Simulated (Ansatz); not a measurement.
# Cl2FSV: the cost of one run

Program: Ansatz 0.2.0, Gaussian basis. Level of theory: the settings change from run to run. These are calculated values, not measurements.

## Step 1: The molecule

The structure was relaxed beforehand with PBE0-D4 in a triple-zeta def2 set.

5 atoms, charge 0, spin multiplicity 1.

Atoms are counted from 1 here; the program's logs count them from 0.

Bond lengths: F1–V2 1.709 Å, V2–S3 1.978 Å, V2–Cl4 2.124 Å, V2–Cl5 2.124 Å. Angles: F1–V2–S3 109.0°, F1–V2–Cl4 110.5°, F1–V2–Cl5 110.5°, S3–V2–Cl4 108.3°, S3–V2–Cl5 108.3°, Cl4–V2–Cl5 110.1°.

## Step 2: wB97X-V/def2-TZVPP

This run has a point charge of 2.00 e beside it, relativity set to scalar, high accuracy.

in.yaml

```yaml
crystal:
  periodic: [false, false, false]
  atoms:
    - {symbol: F, position_ang: [-0.221171, -0.214977, 1.758541]}
    - {symbol: V, position_ang: [0.007242, -0.030725, 0.075347]}
    - {symbol: S, position_ang: [1.550324, -1.132251, -0.488835]}
    - {symbol: Cl, position_ang: [-1.709966, -0.692537, -0.985223]}
    - {symbol: Cl, position_ang: [0.423371, 1.996889, -0.401331]}
basis:
  gaussian: {orbitals: def2-TZVPP, point_charges: [{charge: 2.00, position_ang: [5.818, 0.548, 0.164]}]}
hamiltonian: {xc: {name: wB97X-V}, pseudopotentials: {relativity: scalar}}
accuracy: high
```

Started as:

```
ansatz run in.yaml --threads 4 --pin off --events-out ev --progress --plain --max-ram 10444MiB
```

What time and memory should one allow on 4 threads of Arm Neoverse V2, shared host?

About 47 s, with a peak of 1.8 GiB.
